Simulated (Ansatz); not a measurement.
**C2H3FI2: how energies converge with the basis set**

An exercise on one series of results from a longer session: the logs are not shown, and one member is left open.

The runs use Ansatz 0.2.0, Gaussian basis; one geometry, several basis sets.

Levels to be run: PBE0-D4/def2-SVP; ωB97M-V/def2-SVP; PBE0-D4/def2-QZVPP; ωB97M-V/def2-QZVPP; the functionals' def2-TZVPP values are taken from earlier runs.

### Structure used throughout

The geometry comes from an earlier relaxation with PBE0-D4 in a triple-zeta def2 set; it is a stationary point, not always the lowest conformer. I takes the def2 core potential; no spin-orbit term is included.

SMILES `FC(I)CI`, 8 atoms, charge 0, spin multiplicity 1.

Atoms are counted from 1 here; the program's logs count them from 0.

Bond lengths: F1–C2 1.352 Å, C2–I3 2.172 Å, C2–C4 1.493 Å, C2–H6 1.089 Å, C4–I5 2.149 Å, C4–H7 1.086 Å, C4–H8 1.087 Å. Angles: F1–C2–I3 108.6°, F1–C2–C4 111.7°, F1–C2–H6 109.3°, I3–C2–C4 108.1°, I3–C2–H6 104.8°, C4–C2–H6 113.9°, C2–C4–I5 110.6°, C2–C4–H7 111.1°, C2–C4–H8 111.6°, I5–C4–H7 106.1°, I5–C4–H8 106.7°, H7–C4–H8 110.6°.

As a file:

```xyz
8
charge 0, multiplicity 1
F    -0.6411   -0.2422    1.6047
C     0.3128   -0.0551    0.6648
I     1.6617   -1.7572    0.6981
C    -0.2731    0.0471   -0.7050
I    -1.4871    1.8118   -0.8780
H     0.9319    0.7962    0.9438
H     0.5052    0.1413   -1.4566
H    -0.9184   -0.7990   -0.9275
```

The first run:

in.yaml reads:

```yaml
crystal:
  periodic: [false, false, false]
  atoms:
    - {symbol: F, position_ang: [-0.641110, -0.242192, 1.604741]}
    - {symbol: C, position_ang: [0.312822, -0.055122, 0.664793]}
    - {symbol: I, position_ang: [1.661720, -1.757169, 0.698068]}
    - {symbol: C, position_ang: [-0.273066, 0.047125, -0.705017]}
    - {symbol: I, position_ang: [-1.487071, 1.811829, -0.877962]}
    - {symbol: H, position_ang: [0.931948, 0.796227, 0.943779]}
    - {symbol: H, position_ang: [0.505239, 0.141347, -1.456569]}
    - {symbol: H, position_ang: [-0.918381, -0.799046, -0.927533]}
basis:
  gaussian: {orbitals: def2-SVP}
hamiltonian: {xc: pbe0, dispersion: d4}
output: {orbitals: {seedname: orbitals}}
```

Steps of the session up to this table: PBE0-D4 in def2-SVP; ωB97M-V in def2-SVP; PBE0-D4 in def2-QZVPP; ωB97M-V in def2-QZVPP.

One of the session's tables, all rows but one given; the rest of the session is left out.

It belongs to the step «Functionals by basis». 

```
functional       basis  HOMO (eV)  LUMO (eV)
   PBE0-D4    def2-SVP      -7.56      -1.70
   PBE0-D4  def2-TZVPP      -7.64      -1.78
   PBE0-D4  def2-QZVPP      -7.65      -1.81
   ωB97M-V    def2-SVP      -9.71       0.36
   ωB97M-V  def2-TZVPP      -9.81       0.18
   ωB97M-V  def2-QZVPP          ?          ?
```

**Question.** Estimate the row for ωB97M-V, def2-QZVPP.

**Answer.** HOMO (eV): -9.83; LUMO (eV): 0.10. In the column «HOMO (eV)» it is the lowest.
